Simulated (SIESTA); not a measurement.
The system is TaCo3.

```
CELL_PARAMETERS angstrom
3.67000 0.00000 0.00000
0.00000 3.67000 0.00000
0.00000 0.00000 3.67000
ATOMIC_POSITIONS crystal
Ta 0.00000 0.00000 0.00000
Co 0.50000 0.50000 0.00000
Co 0.50000 0.00000 0.50000
Co 0.00000 0.50000 0.50000
```

```yaml
Program: SIESTA 5.4.2
Task: single point
Functional: PBEsol
Potentials_or_basis: PseudoDojo 0.4 standard (PBEsol files)
Basis: DZP (energy shift 0.003 Ry; two zetas on semicore shells)
Grid_cutoff: 800 Ry
Energy_shift: 0.003 Ry
k_mesh: 7 × 7 × 7
Occupations: fermi-dirac, width 0.05 eV
Spin: collinear spin, ferromagnetic start
Starting_moments: "[0.0, 2.0, 2.0, 2.0] μB"
```

On this cell: pressure -12.7 GPa; largest force zero by symmetry; net moment 1.59 μB per cell; site moments Ta -0.33; Co +0.64 μB; band gap on the k mesh none (metal or under the smearing width).

The same run follows on a disturbed copy (atoms moved at random, drawn with an rms of 0.05 Å):

```
CELL_PARAMETERS angstrom
3.67000 0.00000 0.00000
0.00000 3.67000 0.00000
0.00000 0.00000 3.67000
ATOMIC_POSITIONS crystal
Ta 0.99722 0.00019 0.99908
Co 0.49255 0.50921 0.99634
Co 0.49294 0.00085 0.50408
Co 0.99204 0.50594 0.49328
```

Task: What does the disturbed cell give?

Result: The energy (extrapolated to zero smearing) moves by +2.7 meV/atom; pressure -12.7 GPa; largest force 0.298 eV/Å; net moment 1.59 μB per cell; site moments Ta -0.33; Co +0.64 μB; band gap on the k mesh none (metal or under the smearing width).

Forces on the atoms (eV/Å):
```
Ta  -0.159  0.252 -0.017
Co   0.074 -0.253  0.056
Co   0.061  0.145 -0.203
Co   0.024 -0.145  0.170
```

Stress tensor (GPa, compression positive):
```
-12.67   0.01   0.01
  0.01 -12.81   0.00
  0.01   0.00 -12.73
```

Caveats: short orbitals over semicore shells can move pressures by several GPa; the basis of atomic orbitals isn't converged, which shifts pressures, moduli and gaps.
